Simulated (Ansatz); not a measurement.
# P (fcc type): how the settings move a single-point run

Question: which choices in the input matter for P (fcc type)?

Method: reference: DFT, LDA, norm-conserving pseudopotentials, Ansatz's default files, scalar-relativistic, in Ansatz 0.2.0.

**1. The starting structure**

It takes space group Fm-3m (No. 225, cubic). Conventional cell: a = 3.352 Å, b = 3.352 Å, c = 3.352 Å, α = 90.00°, β = 90.00°, γ = 90.00°. Around P (site symmetry m-3m) lie 12 P at 2.37 Å.

As a file:

```
P
1.0
     0.00000    1.67610    1.67610
     1.67610    0.00000    1.67610
     1.67610    1.67610    0.00000
P
1
Direct
  0.00000 0.00000 0.00000
```

**2. Baseline**

Input file input.yaml:

```yaml
crystal:
  lattice:
    - [0.0, 1.6761008608, 1.6761008608]
    - [1.6761008608, 0.0, 1.6761008608]
    - [1.6761008608, 1.6761008608, 0.0]
  atoms:
    - { symbol: P, position: [0.0, 0.0, 0.0] }
kpoints:
  mp_grid: { grid: [17, 17, 17] }
scf:
  occupations: { method: fermi_dirac, width: 0.1 }
hamiltonian:
  xc: lda
  pseudopotentials: { kind: nc }
output:
  forces: true
  stress: true
  eigenvalues: true
```

On the command line:

```console
> ansatz run input.yaml --threads 1 --pin off --max-ram 2048MiB --backend cpu --events-out ev --progress --plain --runs-dir out
```

**3. Changed: lower_state_search standard, n_extra_bands 8, pseudopotentials.accuracy standard**

Edit input.yaml of step 2 so:

```diff
@@ -11,5 +11,7 @@
   occupations: { method: fermi_dirac, width: 0.1 }
+  lower_state_search: standard
+  n_extra_bands: 8
 hamiltonian:
   xc: lda
-  pseudopotentials: { kind: nc }
+  pseudopotentials: { kind: nc, accuracy: standard }
 output:
@@ -18 +20,6 @@
   eigenvalues: true
+  populations: true
+  write_density: true
+  write_potential: true
+  elf: true
+  volumetric_format: npy
```

Before running it: what results should come out? Wanted: for each run, ending; energy change; pressure; gap; force.

As calculated:

| run | ending | energy change | pressure (GPa) | gap (eV) | force (eV/Å) | cycles | time |
| --- | --- | --- | --- | --- | --- | --- | --- |
| reference | converged | - | 84.8 | 0.00 | 0.00 | 5 | 1.4 s |
| 1: lower_state_search standard, n_extra_bands 8, pseudopotentials.accuracy standard | converged | not comparable | 84.8 | 0.00 | 0.00 | 6 | 3.4 s |

Times don't compare one to one where runs were asked for different outputs or read a saved state (see the inputs); cycles may leave out searches for a lower state.

Residual by cycle in the longest SCF loop of each run; runs are numbered as in the table. The quantity is the density residual dr2, in eV.

| cycle | reference | run 1 |
| --- | --- | --- |
| 1 | 0.0294 | 0.029 |
| 2 | 0.00598 | 0.00609 |
| 3 | 1.5e-5 | 1.9e-5 |
| 4 | 1.3e-6 | 2.7e-6 |
| 5 | 3.9e-8 | 1.5e-7 |
| 6 | - | 2.3e-9 |

What this shows: Total energies don't compare across a change of potentials; pressure, gap, moments and forces, where computed, barely move. Semilocal functionals close small gaps, so the missing gap need not be the real solid's. The structure is not at rest: the sound run finds 85 GPa, so these are no properties of the relaxed crystal. 
